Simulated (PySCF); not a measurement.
# CdTe−: bond curves at several levels of theory

An exercise on one series of results from a longer session: the logs are not shown, and one member is left open.

Computed with PySCF 2.14.0. Level: Cd def2-TZVPPD with ECP28, Te def2-TZVPPD with ECP28, scalar-relativistic core potentials.

1 further run of the same task is left out (set aside as unsound or not needed).

The first run:

Settings of the job:

```yaml
atoms: Cd, Te
charge: -1
basis: Cd def2-TZVPPD with ECP28, Te def2-TZVPPD with ECP28
Hamiltonian: scalar-relativistic core potentials
basis_functions: 115
electrons_treated: 45
masses_in_u: 113.9034, 129.9062
levels: PBE0, PBE, r²SCAN, r²SCAN0, B3LYP, M06, LDA, r²SCANh, LC-ωPBE, HF, MP2, SCS-MP2
grid: 80 radial by 434 angular points
occupations: held fixed by the projection of orbital angular momentum
dissociation_limit: Cd + Te−, each in its ground configuration
starting_distance_in_angstrom: 2.820
values_of_2S_to_try: 1, 3
```

Started as:

```console
> OMP_NUM_THREADS=2 python dia.py task.json out
```

Among the steps run: The job; PBE0 along the bond; Other states along the same grid; PBE; r²SCAN (meta-GGA); r²SCAN0; B3LYP; M06; LDA (local density); r²SCANh; LC-ωPBE; UHF.

One of the session's tables, all rows but one given; the rest of the session is left out.

It belongs to the step «The curves together». Energy (eV) from each level's lowest point:

| R (Å) | UHF | UHF-MP2 | UHF-SCS-MP2 | LDA | PBE |
| --- | --- | --- | --- | --- | --- |
| 2.303 | 0.866 | 0.570 | 0.661 | 0.555 | 0.776 |
| 2.410 | 0.384 | 0.208 | 0.265 | 0.201 | 0.343 |
| 2.517 | 0.126 | 0.041 | 0.068 | 0.038 | 0.112 |
| 2.598 | ? | ? | ? | ? | ? |
| 2.678 | 0.000 | 0.008 | 0.000 | 0.011 | 0.000 |
| 2.758 | 0.004 | 0.050 | 0.026 | 0.055 | 0.009 |
| 2.865 | 0.041 | 0.137 | 0.091 | 0.147 | 0.059 |
| 2.999 | 0.100 | 0.261 | 0.189 | 0.287 | 0.154 |
| 3.160 | 0.165 | 0.394 | 0.293 | 0.462 | 0.283 |
| 3.374 | 0.232 | 0.525 | 0.394 | 0.673 | 0.442 |

Q: Estimate the row for R (Å) = 2.598 from the others.

Worked estimate for «UHF». A straight line through the neighbours (2.517, 0.126) and (2.678, 0.000) gives 0.126 + (0.000 − 0.126) × (2.598 − 2.517) / (2.678 − 2.517) = 0.063; a parabola fitted to 4 rows on both sides gives 0.029.

The run gave: UHF: 0.033; UHF-MP2: 0.000; UHF-SCS-MP2: 0.009; LDA: 0.000; PBE: 0.029. In «UHF» the line misses by +0.030 and the parabola by -0.004.
